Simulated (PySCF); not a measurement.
# H4PbS4 (Pb(SH)4): the cost of one run

Computed with PySCF 2.14.0. Level: PBE0, Pb def2-SVP with ECP60, S def2-SVP, H def2-SVP; scalar-relativistic core potentials, no spin–orbit coupling.

1 further run of the same task is left out (for a known fault of the program).

### Step 1. Where the work starts

9 atoms, charge 0, spin multiplicity 1.

Bond lengths: Pb1–S2 2.451 Å, Pb1–S4 2.451 Å, Pb1–S6 2.451 Å, Pb1–S8 2.451 Å, S2–H3 1.341 Å, S4–H5 1.341 Å, S6–H7 1.341 Å, S8–H9 1.341 Å. Angles: S2–Pb1–S4 109.5°, S2–Pb1–S6 109.5°, S2–Pb1–S8 109.5°, S4–Pb1–S6 109.5°, S4–Pb1–S8 109.5°, S6–Pb1–S8 109.5°, Pb1–S2–H3 104.2°, Pb1–S4–H5 104.2°, Pb1–S6–H7 104.2°, Pb1–S8–H9 104.2°.

As a file:

```xyz
9

Pb    0.0000    0.0000    0.0000
S     1.4151    1.4151    1.4151
H     2.5248    0.6864    1.6056
S    -1.4151   -1.4151    1.4151
H    -2.5248   -0.6864    1.6056
S     1.4151   -1.4151   -1.4151
H     0.6864   -2.5248   -1.6056
S    -1.4151    1.4151   -1.4151
H    -0.6864    2.5248   -1.6056
```

Formal oxidation states: Pb +4.

### Step 2. SCF at the start, singlet

run.py (the lines that set the calculation)

```python
mol = gto.M(atom='''
Pb     0.00000     0.00000     0.00000
S      1.41510     1.41510     1.41510
H      2.52480     0.68640     1.60560
S     -1.41510    -1.41510     1.41510
H     -2.52480    -0.68640     1.60560
S      1.41510    -1.41510    -1.41510
H      0.68640    -2.52480    -1.60560
S     -1.41510     1.41510    -1.41510
H     -0.68640     2.52480    -1.60560''',
    basis={'Pb': 'def2-SVP', 'S': 'def2-SVP', 'H': 'def2-SVP'},
    ecp={'Pb': 'def2-SVP'},
    charge=0, spin=0)
mf = dft.RKS(mol, xc='PBE0')
mf.grids.atom_grid = (50, 194)
mf = mf.density_fit()  # fitting sets: Pb def2-universal-JKFIT, S def2-universal-JKFIT, H def2-universal-JKFIT
mf.conv_tol = 1e-08; mf.max_cycle = 55
mf.kernel(dm0)  # dm0: free metal ions and neutral atoms
```

Command:

```console
> OMP_NUM_THREADS=2 python run.py
```

**Question.** How long does this run take on 2 threads of Arm Neoverse V1, shared host, and how much memory does it need?

About 14 s, with a peak of 0.61 GiB.
